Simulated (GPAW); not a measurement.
# TaF3 (Pm-3m) in GPAW: Fermi surface with LDA

Aim: the Fermi surface of TaF3 with LDA.

All numbers are computed with GPAW 26.7.0; they aren't measurements. Logs are shortened: lines on timing, memory, paths and dates and some standing lists are left out, and cuts for length are marked. The log counts tension as positive stress, the text compression.

## 1. The structure

It takes space group Pm-3m (No. 221, cubic). The conventional cell has a = 3.901 Å, b = 3.901 Å, c = 3.901 Å, α = 90.00°, β = 90.00°, γ = 90.00°. Ta (site symmetry m-3m) has 6 F at 1.95 Å as nearest neighbours. F (site symmetry 4/mmm) is surrounded by 2 Ta at 1.95 Å.

## 2. Fermi surface, LDA

Contents of run.py:

```python
import json
import numpy as np
from ase import Atoms
from ase.dft.bandgap import bandgap
from ase.io import write
from ase.units import GPa
from gpaw import GPAW, PW

atoms = Atoms(['Ta', 'F', 'F', 'F'],
              cell=[[3.9012, 0.0, 0.0],
                    [0.0, 3.9012, 0.0],
                    [0.0, 0.0, 3.9012]],
              scaled_positions=[[0.0, 0.0, 0.0],
                                [0.0, 0.0, 0.5],
                                [0.0, 0.5, 0.0],
                                [0.5, 0.0, 0.0]],
              pbc=True)

calc = GPAW(mode=PW(680),
            xc='LDA',
            kpts={'size': (4, 4, 4), 'gamma': True},
            occupations={'name': 'fermi-dirac', 'width': 0.01},
            nbands=31,
            convergence={'density': 1e-05, 'energy': 1e-05},
            maxiter=150,
            txt='gpaw.txt')
atoms.calc = calc
energy = atoms.get_potential_energy()
forces = atoms.get_forces()
stress = atoms.get_stress()
calc.write('gs.gpw')
write('result.traj', atoms)
print(f'Energy: {energy:.6f} eV')
print('Forces (eV/A):')
print(forces.round(4))
print('Stress (GPa):', (stress / GPa).round(3))
print('Fermi level:', round(calc.get_fermi_level(), 4), 'eV')
print(f'Gap: {bandgap(calc)[0]:.4f} eV, direct: {bandgap(calc, direct=True)[0]:.4f} eV')

size = (6, 6, 6)
dense = calc.fixed_density(kpts={'size': size, 'gamma': True}, update_fermi_level=True,
                           convergence={'bands': 'CBM+2.0', 'eigenstates': 1e-7}, txt='dense.txt')
ef = dense.get_fermi_level()
index = np.round(dense.get_bz_k_points() * size).astype(int) % size
recip = 2 * np.pi * atoms.cell.reciprocal()
sheets = []
for s, e_kn in enumerate(dense.eigenvalues()):
    for n in range(e_kn.shape[1] - 2):
        if e_kn[:, n].min() < ef < e_kn[:, n].max():
            e = np.empty(size)
            e[tuple(index.T)] = e_kn[dense.get_bz_to_ibz_map(), n] - ef
            de = np.array([(np.roll(e, -1, c) - np.roll(e, 1, c)) * size[c] / 2 for c in range(3)])
            v = np.linalg.norm(np.einsum('vc,cxyz->vxyz', np.linalg.inv(recip), de), axis=0)
            w = np.exp(-(e / 0.1)**2) / (0.1 * np.pi**0.5)
            sheets.append({'spin': s, 'band': n, 'filled': (e < 0).mean(), 'dos': w.mean(), 'bottom': e.min(), 'top': e.max(),
                           'velocity': (w * v).sum() / w.sum() * 1.519267e5, 'slice': e[:, :, 0].round(3).tolist()})
            print(f'spin {s} band {n}: filled share {sheets[-1]["filled"]:.3f}, from {e.min():.3f} to {e.max():.3f} eV,',
                  f'{w.mean():.3f} states/eV, mean velocity {sheets[-1]["velocity"]:.3e} m/s')
print('Fermi level on the dense mesh:', round(ef, 4), 'eV,', len(sheets), 'sheets')
json.dump({'ef': ef, 'sheets': sheets}, open('fermi.json', 'w'))
```

Potentials or basis: the program's PAW data sets (release 1.2.1) made for this functional, pw.

Launch:

```sh
> OMP_NUM_THREADS=1 python run.py
```

gpaw.txt:

```text
__  _  _
 | _ |_)|_||  |
 |__||  | ||/\| - 26.7.0

Input parameters:
  mode=PW(ecut=680.0),
  convergence={'density': 1e-05, 'energy': 1e-05},
  kpts=MonkhorstPack(size=(4, 4, 4), gamma=True),
  maxiter=150,
  nbands=31,
  occupations=Occupations(name='fermi-dirac', width=0.01),
  xc=XC(name='LDA')

Diagonalizing LCAO Hamiltonian
Converting LCAO to pw mode
   .---------.
  /|         |
 * |         |
 | |         |
 | |         |
 F .---------.
 |F         /
 Ta---F----*

Atoms  # Å, Bohr magnetons
|   | symbol |        x |        y |        z |    initial magnetic moments |
|---|--------|----------|----------|----------|-----------------------------|
| 0 |     Ta | 0.000000 | 0.000000 | 0.000000 | ( 0.0000,  0.0000,  0.0000) |
| 1 |      F | 0.000000 | 0.000000 | 1.950600 | ( 0.0000,  0.0000,  0.0000) |
| 2 |      F | 0.000000 | 1.950600 | 0.000000 | ( 0.0000,  0.0000,  0.0000) |
| 3 |      F | 1.950600 | 0.000000 | 0.000000 | ( 0.0000,  0.0000,  0.0000) |

Unit cell  # Å
| periodic |        x |        y |        z |  lengths |    angles |
|----------|----------|----------|----------|----------|-----------|
|      yes | 3.901200 | 0.000000 | 0.000000 | 3.901200 | 90.000000 |
|      yes | 0.000000 | 3.901200 | 0.000000 | 3.901200 | 90.000000 |
|      yes | 0.000000 | 0.000000 | 3.901200 | 3.901200 | 90.000000 |

Number of symmetries: 48
Symmetry operations  # r_c * U_cc + t_c -> r_c
|    | kind |            matrix            |
|----|------|------------------------------|
|  0 |  E   |  1, 0, 0,  0, 1, 0,  0, 0, 1 |
|  1 |  σ   |  1, 0, 0,  0, 1, 0,  0, 0,-1 |
|  2 |  σ   |  1, 0, 0,  0, 0, 1,  0, 1, 0 |
|  3 |  C4  |  1, 0, 0,  0, 0, 1,  0,-1, 0 |
|  4 |  C4  |  1, 0, 0,  0, 0,-1,  0, 1, 0 |
|  5 |  σ   |  1, 0, 0,  0, 0,-1,  0,-1, 0 |
|  6 |  σ   |  1, 0, 0,  0,-1, 0,  0, 0, 1 |
|  7 |  C2  |  1, 0, 0,  0,-1, 0,  0, 0,-1 |
|  8 |  σ   |  0, 1, 0,  1, 0, 0,  0, 0, 1 |
|  9 |  C2  |  0, 1, 0,  1, 0, 0,  0, 0,-1 |
| 10 |  C3  |  0, 1, 0,  0, 0, 1,  1, 0, 0 |
| 11 |  S6  |  0, 1, 0,  0, 0, 1, -1, 0, 0 |
| 12 |  S6  |  0, 1, 0,  0, 0,-1,  1, 0, 0 |
| 13 |  C3  |  0, 1, 0,  0, 0,-1, -1, 0, 0 |
| 14 |  C4  |  0, 1, 0, -1, 0, 0,  0, 0, 1 |
| 15 |  S4  |  0, 1, 0, -1, 0, 0,  0, 0,-1 |
| 16 |  C3  |  0, 0, 1,  1, 0, 0,  0, 1, 0 |
| 17 |  S6  |  0, 0, 1,  1, 0, 0,  0,-1, 0 |
| 18 |  σ   |  0, 0, 1,  0, 1, 0,  1, 0, 0 |
| 19 |  C4  |  0, 0, 1,  0, 1, 0, -1, 0, 0 |
| 20 |  C2  |  0, 0, 1,  0,-1, 0,  1, 0, 0 |
| 21 |  S4  |  0, 0, 1,  0,-1, 0, -1, 0, 0 |
| 22 |  S6  |  0, 0, 1, -1, 0, 0,  0, 1, 0 |
| 23 |  C3  |  0, 0, 1, -1, 0, 0,  0,-1, 0 |
| 24 |  S6  |  0, 0,-1,  1, 0, 0,  0, 1, 0 |
| 25 |  C3  |  0, 0,-1,  1, 0, 0,  0,-1, 0 |
| 26 |  C4  |  0, 0,-1,  0, 1, 0,  1, 0, 0 |
| 27 |  σ   |  0, 0,-1,  0, 1, 0, -1, 0, 0 |
| 28 |  S4  |  0, 0,-1,  0,-1, 0,  1, 0, 0 |
| 29 |  C2  |  0, 0,-1,  0,-1, 0, -1, 0, 0 |
| 30 |  C3  |  0, 0,-1, -1, 0, 0,  0, 1, 0 |
| 31 |  S6  |  0, 0,-1, -1, 0, 0,  0,-1, 0 |
| 32 |  C4  |  0,-1, 0,  1, 0, 0,  0, 0, 1 |
| 33 |  S4  |  0,-1, 0,  1, 0, 0,  0, 0,-1 |
| 34 |  S6  |  0,-1, 0,  0, 0, 1,  1, 0, 0 |
| 35 |  C3  |  0,-1, 0,  0, 0, 1, -1, 0, 0 |
| 36 |  C3  |  0,-1, 0,  0, 0,-1,  1, 0, 0 |
| 37 |  S6  |  0,-1, 0,  0, 0,-1, -1, 0, 0 |
| 38 |  σ   |  0,-1, 0, -1, 0, 0,  0, 0, 1 |
| 39 |  C2  |  0,-1, 0, -1, 0, 0,  0, 0,-1 |
| 40 |  σ   | -1, 0, 0,  0, 1, 0,  0, 0, 1 |
| 41 |  C2  | -1, 0, 0,  0, 1, 0,  0, 0,-1 |
| 42 |  C2  | -1, 0, 0,  0, 0, 1,  0, 1, 0 |
[... 70 lines left out ...]
    |   6p |  0.000 |      -1.483 |    1.349 |
    |   5d |  3.000 |      -3.794 |    1.307 |
    |    d |        |      23.417 |    1.307 |

    Using partial waves for Ta as LCAO basis

  F:
    name:    Fluorine
    Z:       9.0
    valence: 7
    core:    2
    charge:  0.0  # [|e|]
    compensation charges:
      type: gauss
      rc: 0.20  # [Å]
      lmax: 2
    cutoffs:
      filter: 1.14  # [Å]
      core: 0.74  # [Å]
    projectors
    | kind |    occ | energy [eV] | rcut [Å] |
    |------|--------|-------------|----------|
    |   2s |  2.000 |     -29.647 |    0.635 |
    |   2p |  5.000 |     -11.293 |    0.635 |
    |    s |        |      -2.435 |    0.635 |
    |    p |        |      15.918 |    0.635 |
    |    d |        |       0.000 |    0.635 |

    Using partial waves for F as LCAO basis

Reference energy: -432019.195958  # eV

eigensolver:
  PPCG
  Converge bands: occupied
  niter=2

density mixing:
  MSR1-Mixer
  Pratt-step length: 0.05
  Maximum mixing coefficient: 0.75
  Old densities: 10
  SVD Regularization: 0.005
  Good broyden scale: 1.0
  Trust region scale: 1.0
  Backstep threshold: 4.0
  History deletion threshold: 6.0
  Fourier metric: weight=20.0, sigma=0.015

occupation numbers:
  Fermi-Dirac:
    width: 0.0100  # eV

poisson solver:
  ecut: 5440.0  # eV

xc functional:
  name: None

convergence criteria:
- Maximum integral of absolute [dens]ity change: 1e-05 electrons / valence electron
- Maximum [total energy] change in last 3 cyles: 1e-05 eV / valence electron
- Maximum integral of absolute [eigenst]ate change: 4e-08 eV^2 / valence electron
maximum number of iterations: 150

SCF iterations
|iter     | |      energy | eigst |  dens |
|---------|-|-------------|-------|-------|
|iter:   1| |  -28.435471 | -0.00 |       |
|iter:   2| |  -28.142057 | -2.11 | -1.16 |
|iter:   3| |  -27.281209 | -0.95 | -1.21 |
|iter:   4| |  -27.269591 | -3.21 | -1.75 |
|iter:   5| |  -27.268883 | -3.60 | -2.09 |
|iter:   6| |  -27.267432 | -4.01 | -2.29 |
|iter:   7| |  -27.267227 | -5.22 | -2.96 |
|iter:   8| |  -27.267251c| -5.64 | -3.25 |
|iter:   9| |  -27.267220c| -6.64 | -3.56 |
|iter:  10| |  -27.267220c| -7.97c| -4.73 |
|iter:  11| |  -27.267221c| -9.05c| -5.42c|

Converged in 11 steps
Energy contributions relative to reference atoms: (reference = -432019.195958)

Energy contributions:
  Kinetic:          59.293886
  Coulomb:         -56.073088
  Zero:              0.109550
  External:          0.000000
  Xc:              -30.596240
  Entropy:          -0.002657
  Spinorbit:         0.000000
  ----------------------------
  Free energy:     -27.268549
  Extrapolated:    -27.267221

dipole moment: (-37.112814, -37.112814, -37.112814)  # |e|*Ang

Fermi level: 7.106
Eigenvalues  # (at kpt = [0.000, 0.000, 0.000])
| band index |      eig [eV] | occ [0-2] |
|------------|---------------|-----------|
|          0 |       -63.049 |     2.000 |
|        ... |               |           |
|         12 |        -2.223 |     2.000 |
|         13 |        -2.202 |     2.000 |
|         14 |        -2.202 |     2.000 |
|         15 |        -2.202 |     2.000 |
|         16 |         5.633 |     2.000 |
|         17 |         5.633 |     2.000 |
[... 8 lines left out ...]
|         26 |        16.147 |     0.000 |
|         27 |        16.147 |     0.000 |
|        ... |               |           |
|         30 |        23.514 |     0.000 |

No gap
No difference between direct/indirect transitions

Forces  # eV/Ang
|        x |        y |        z |
|----------|----------|----------|
| -0.00000 | -0.00000 | -0.00000 |  # Ta   0
|  0.00000 |  0.00000 |  0.00000 |  # F    1
|  0.00000 |  0.00000 |  0.00000 |  # F    2
|  0.00000 |  0.00000 |  0.00000 |  # F    3

Stress tensor  # eV/Ang^3
|         x |         y |         z |
|-----------|-----------|-----------|
| -0.086207 |  0.000000 |  0.000000 |
|  0.000000 | -0.086207 |  0.000000 |
|  0.000000 |  0.000000 | -0.086207 |

# Writing to gs.gpw (mode='')
```

stdout:

```text
Energy: -27.267221 eV
Forces (eV/A):
[[-0. -0. -0.]
 [ 0.  0.  0.]
 [ 0.  0.  0.]
 [ 0.  0.  0.]]
Stress (GPa): [-13.812 -13.812 -13.812   0.      0.      0.   ]
Fermi level: 7.1056 eV
Gap: 0.0000 eV, direct: 0.0000 eV
spin 0 band 16: filled share 0.556, from -1.296 to 1.780 eV, 0.593 states/eV, mean velocity 3.482e+05 m/s
spin 0 band 17: filled share 0.264, from -1.296 to 1.780 eV, 0.911 states/eV, mean velocity 2.969e+05 m/s
spin 0 band 18: filled share 0.153, from -1.296 to 1.780 eV, 0.100 states/eV, mean velocity 3.518e+05 m/s
spin 0 band 19: filled share 0.032, from -0.677 to 4.288 eV, 0.045 states/eV, mean velocity 5.532e+05 m/s
Fermi level on the dense mesh: 6.9289 eV, 4 sheets
```

Run time: 22 s. Hardware: 1 thread of Intel Xeon Platinum 8488C (Sapphire Rapids), shared host; peak memory 0.23 GiB.

What came out:

| Item | Value |
| --- | --- |
| Free energy | -27.2685 eV |
| Pressure | 13.8 GPa |
| Band gap on the k mesh | none (metal or under the smearing width) |

Caveat: the k mesh is coarse (spacing up to 0.40 Å⁻¹), so the values aren't converged; the cutoff is short for stress and forces, so pressures can be off by a GPa or more.
